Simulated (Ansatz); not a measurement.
**GaPNH+ (doublet): the correlation ladder, cc-pVDZ**

An exercise on one series of results from a longer session: the logs are not shown, and one member is left open.

The runs use Ansatz 0.2.0, Gaussian basis; cc-pVDZ, core rule «outside noble gas», up to 20 orbitals frozen.

Plan: UHF; CCSD(T) on ROHF; CCSD(T) on UHF; BCCD(T) on ROHF; CISD; CCSDT(Q) on ROHF; CCSDT(Q) on UHF.

29 further runs of the same task are left out: 7 for a known fault of the program, 10 that didn't finish, 12 set aside as unsound or not needed.

## What is computed

The geometry is a PBE0/def2-TZVP stationary point (not a proven minimum) of the parent state, kept for this charge and spin. No spin-orbit coupling is included. The filled d shell of Ga may be among the frozen orbitals whatever the setting's name suggests; the logs give the count.

4 atoms, charge 1, spin multiplicity 2.

Atoms are counted from 1 here; the program's logs count them from 0.

Bond lengths: Ga1–N2 1.821 Å, Ga1–H4 1.580 Å, N2–P3 1.530 Å. Angles: N2–Ga1–H4 120.1°, Ga1–N2–P3 169.0°.

As a file:

```xyz
4

Ga    0.0000   -0.3799    1.0535
N     0.0000   -0.1907   -0.7571
P     0.0000   -0.3262   -2.2809
H     0.0000    0.8968    1.9845
```

The first run:

The input, in.yaml:

```yaml
crystal:
  periodic: [false, false, false]
  atoms:
    - {symbol: Ga, position_ang: [0.000001, -0.379916, 1.053510]}
    - {symbol: N, position_ang: [-0.000047, -0.190704, -0.757137]}
    - {symbol: P, position_ang: [0.000010, -0.326191, -2.280879]}
    - {symbol: H, position_ang: [0.000037, 0.896811, 1.984506]}
basis:
  gaussian: {orbitals: cc-pVDZ}
total_charge: 1
magnetization: {spin_polarized: true, initial_magnetization: 1}
hamiltonian: {xc: hf}
output: {orbitals: {seedname: orbitals}}
```

Started as:

```
> ansatz run in.yaml --threads 1 --pin off --events-out ev --progress --plain --max-ram 2393MiB
```

Among the steps run: UHF; CCSD(T) on ROHF; CCSD(T) on UHF; BCCD(T) on ROHF; CISD; CCSDT(Q) on ROHF; CCSDT(Q) on UHF.

One of the session's tables, all rows but one given; the rest of the session is left out.

| method | from RCCSDT(Q) (meV) |
| --- | --- |
| ROHF | +9764.0 |
| UHF | +9442.1 |
| RMP2 | +945.1 |
| UMP2 | +1761.2 |
| RCCSD | +543.4 |
| UCCSD | +535.0 |
| RCCSD(T) | +76.8 |
| UCCSD(T) | +117.2 |
| BCCD(T) | ? |
| RCCSDT | +60.2 |
| UCCSDT | +53.1 |
| RCCSDT(Q) | 0 |
| UCCSDT(Q) | -13.9 |

Estimate the missing values for BCCD(T).

The run gave: from RCCSDT(Q) (meV): +74.8. In the column «from RCCSDT(Q) (meV)» it lies between RCCSDT (+60.2) and RCCSD(T) (+76.8).

Not comparable, so not listed: CISD (they don't share determinant, frozen orbitals or solution with the rows shown, or repeat one).

Limits of these values: Restricted and unrestricted rows rest on different reference determinants; where their highest levels disagree by more than a few hundredths of an eV, they describe different states and don't form one ladder.
